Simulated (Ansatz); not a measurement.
# C₂H₉NSn: up Jacob's ladder to CCSD(T)

How much do the methods differ for C₂H₉NSn? The plan is to run it at one geometry with functionals of several rungs and with coupled cluster. The yardstick is the atomisation energy at the CCSD(T) limit.

The runs use Ansatz 0.2.0, Gaussian basis; functionals in def2-TZVPP, the program's frozen cores in correlated methods.

Levels to be run: PBE-D4, r2SCAN-D4, PBE0-D4, B3LYP-D4, ωB97X-V, ωB97M-V, B2PLYP; CCSD(T)/def2-TZVPP; MP2/def2-QZVPP; extrapolation to the limit.

### 1 The relaxed structure

An earlier PBE0-D4 in a triple-zeta def2 set relaxation fixed the geometry. Sn takes the def2 core potential; no spin-orbit term is included.

SMILES `CC[NH][SnH3]`, 13 atoms, charge 0, spin multiplicity 1.

Atoms are counted from 1 here; the program's logs count them from 0.

Bond lengths: C1–C2 1.517 Å, C1–H5 1.093 Å, C1–H6 1.092 Å, C1–H7 1.094 Å, C2–N3 1.454 Å, C2–H8 1.103 Å, C2–H9 1.096 Å, N3–Sn4 2.028 Å, N3–H10 1.013 Å, Sn4–H11 1.705 Å, Sn4–H12 1.706 Å, Sn4–H13 1.718 Å. Angles: C2–C1–H5 111.1°, C2–C1–H6 110.5°, C2–C1–H7 110.7°, H5–C1–H6 108.8°, H5–C1–H7 107.7°, H6–C1–H7 107.9°, C1–C2–N3 111.1°, C1–C2–H8 109.0°, C1–C2–H9 109.0°, N3–C2–H8 113.4°, N3–C2–H9 108.0°, H8–C2–H9 106.0°, C2–N3–Sn4 118.5°, C2–N3–H10 110.5°, Sn4–N3–H10 112.5°, N3–Sn4–H11 106.4°, N3–Sn4–H12 105.8°, N3–Sn4–H13 112.2° and more.

### 2 PBE-D4 (GGA)

File in.yaml:

```yaml
crystal:
  periodic: [false, false, false]
  atoms:
    - {symbol: C, position_ang: [-0.369706, 2.035593, -0.154222]}
    - {symbol: C, position_ang: [-0.542201, 0.571257, 0.200728]}
    - {symbol: N, position_ang: [0.628924, -0.201672, -0.179671]}
    - {symbol: Sn, position_ang: [0.525503, -2.224585, -0.084099]}
    - {symbol: H, position_ang: [-1.261730, 2.611394, 0.105835]}
    - {symbol: H, position_ang: [-0.176432, 2.149370, -1.222817]}
    - {symbol: H, position_ang: [0.475483, 2.468823, 0.389240]}
    - {symbol: H, position_ang: [-0.792767, 0.488622, 1.271306]}
    - {symbol: H, position_ang: [-1.405141, 0.170729, -0.344286]}
    - {symbol: H, position_ang: [1.458660, 0.166110, 0.269508]}
    - {symbol: H, position_ang: [2.078082, -2.806325, -0.479670]}
    - {symbol: H, position_ang: [-0.651569, -2.685441, -1.229142]}
    - {symbol: H, position_ang: [0.053193, -2.778577, 1.471989]}
basis:
  gaussian: {orbitals: def2-TZVPP}
hamiltonian: {xc: pbe, dispersion: d4}
output: {forces: true, orbitals: {seedname: orbitals}}
```

Command:

```console
> ansatz run in.yaml --threads 4 --pin off --events-out ev --progress --plain --max-ram 10444MiB
```

After this run come: r2SCAN-D4 (meta-GGA); PBE0-D4 (hybrid); B3LYP-D4 (hybrid); ωB97X-V (range-separated); ωB97M-V (range-separated); B2PLYP (double hybrid); CCSD(T) in def2-TZVPP; MP2 in def2-QZVPP.

Before running them: what should the planned runs give, taken together? Wanted: atomisation energy, CCSD(T)/CBS; farthest; mean size of error, hybrid; mean size of error, range-separated; gap, smallest and largest; T1 diagnostic; triples share of the correlation energy.

As calculated:

```
                               quantity                                                   value
        atomisation energy, CCSD(T)/CBS                                           4296.2 kJ/mol
 functionals within 43.0 kJ/mol (1.0 %)  PBE-D4, r2SCAN-D4, PBE0-D4, B3LYP-D4, ωB97X-V, ωB97M-V
                               farthest                                   B2PLYP (-67.2 kJ/mol)
             mean size of error, hybrid                                             17.4 kJ/mol
    mean size of error, range-separated                                              8.4 kJ/mol
              gap, smallest and largest                    4.40 eV (PBE-D4), 10.66 eV (ωB97X-V)
                          T1 diagnostic                                                  0.0119
triples share of the correlation energy                                                   3.4 %
```

What this shows: PBE-D4 is off by +29.4 kJ/mol. Double hybrids carry the basis error of their MP2 part in triple zeta, and no dispersion term here, so their miss is partly the set-up's. The reference freezes the cores and leaves out spin-orbit coupling and excitations past (T), and its outer-core shells are covered unevenly, so misses under about 43.0 kJ/mol can't be ranked. All levels share the lack of spin-orbit coupling, which lowers the free heavy atoms and so the true binding. Hartree-Fock recovers 72 % of the binding; the rest is correlation. Orbital gaps span 4.4 to 10.7 eV; exact exchange widens them. Correlated methods include outer-core shells of Sn, which these sets cover unevenly.
